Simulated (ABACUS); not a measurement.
Runs of ABACUS 3.10.1 on NaTb2Sc2FeO9. The structure is tetragonal, space group P4/mmm (No. 123). The conventional cell has a = 3.860 Å, b = 3.860 Å, c = 12.406 Å, α = 90.00°, β = 90.00°, γ = 90.00°. Tb (site symmetry 4mm) is surrounded by 4 O at 2.36 Å. Fe (site symmetry 4/mmm) is surrounded by 6 O at 1.77 to 1.93 Å. Around Sc (site symmetry 4mm) lie 5 O at 2.02 to 2.03 Å. Around Na (site symmetry 4/mmm) lie 4 O at 2.73 Å. Around O (site symmetry mmm) lie 2 Fe at 1.93 Å. O (site symmetry 4mm) has 1 Fe at 1.77 Å as nearest neighbours. O (site symmetry 2mm) has 2 Sc at 2.03 Å as nearest neighbours. O (site symmetry 4/mmm) is surrounded by 2 Sc at 2.02 Å. The cell was built by a generator and needn't be a form met in nature.

```csv
task,level,potentials or basis,cell,k mesh,symmetry key,path,points for each segment of the path,max steps of the relaxation,force threshold,gap on the mesh (eV),moment (μB),largest force (eV/Å)
single point,LDA,"PseudoDojo NC SR 0.4.1 PBE standard, lanthanides 3+ (f in core), DZP LCAO (the cutoffs set its grid)",as given,7 × 7 × 3,1,-,-,-,-,none,3.59,0.20
relaxation of cell and atoms,PBE,"PseudoDojo NC SR 0.4.1 PBE standard, lanthanides 3+ (f in core), DZP LCAO (the cutoffs set its grid)",relaxed to 50 GPa,5 × 5 × 2,1,-,-,60,0.01 eV/Å,-,3.04,0.01
single point,BLYP,"PseudoDojo NC SR 0.4.1 PBE standard, lanthanides 3+ (f in core), DZP LCAO (the cutoffs set its grid)",as given,7 × 7 × 3,1,-,-,-,-,none,3.66,0.33
single point,PBE,"PseudoDojo NC SR 0.4.1 PBE standard, lanthanides 3+ (f in core), DZP LCAO (the cutoffs set its grid)",as given,7 × 7 × 3,1,-,-,-,-,none,3.68,0.18
single point,PBE,"PseudoDojo NC SR 0.4.1 PBE standard, lanthanides 3+ (f in core), DZP LCAO (the cutoffs set its grid)",as given,5 × 5 × 2,1,-,-,-,-,none,3.71,(c)
single point,PBE,"PseudoDojo NC SR 0.4.1 PBE standard, lanthanides 3+ (f in core), TZDP LCAO (the cutoffs set its grid)",as given,7 × 7 × 3,1,-,-,-,-,none,3.67,0.10
single point,AM05,"PseudoDojo NC SR 0.4.1 PBE standard, lanthanides 3+ (f in core), DZP LCAO (the cutoffs set its grid)",as given,7 × 7 × 3,1,-,-,-,-,none,3.66,0.14
single point,BLYP+D3,"PseudoDojo NC SR 0.4.1 PBE standard, lanthanides 3+ (f in core), DZP LCAO (the cutoffs set its grid)",as given,7 × 7 × 3,1,-,-,-,-,none,3.66,(a)
single point,RPBE,"PseudoDojo NC SR 0.4.1 PBE standard, lanthanides 3+ (f in core), DZP LCAO (the cutoffs set its grid)",as given,7 × 7 × 3,1,-,-,-,-,none,3.68,0.24
single point,PBEsol,"PseudoDojo NC SR 0.4.1 PBE standard, lanthanides 3+ (f in core), DZP LCAO (the cutoffs set its grid)",as given,7 × 7 × 3,1,-,-,-,-,none,3.67,(b)
```

Alike in all rows: spin collinear, ferromagnetic start; cutoff (eV) 1361; smearing fermi-dirac 0.05 eV.

Problem. Estimate the missing entries.

Solution. (a) 0.29; (b) 0.12; (c) 0.21.

Caveats: the atomic orbitals were generated for these runs and aren't a published set; the local potential of these files has a noisy tail that shifts the pressure, which isn't listed; the magnetic or orbital state may not be the lowest; spin-orbit coupling is left out, which moves the levels of the heavy elements; the 4f electrons are frozen in the core as for a trivalent ion, so they carry no moment and show no levels; the basis of atomic orbitals isn't converged, which shifts pressures, moduli and gaps; a cell with one magnetic atom can't hold antiferromagnetic order, which such compounds often take.

A k mesh can miss the band edges, and the runs leave out spin-orbit coupling on Tb.

A gap of «none» marks a metal or a gap under the smearing width.
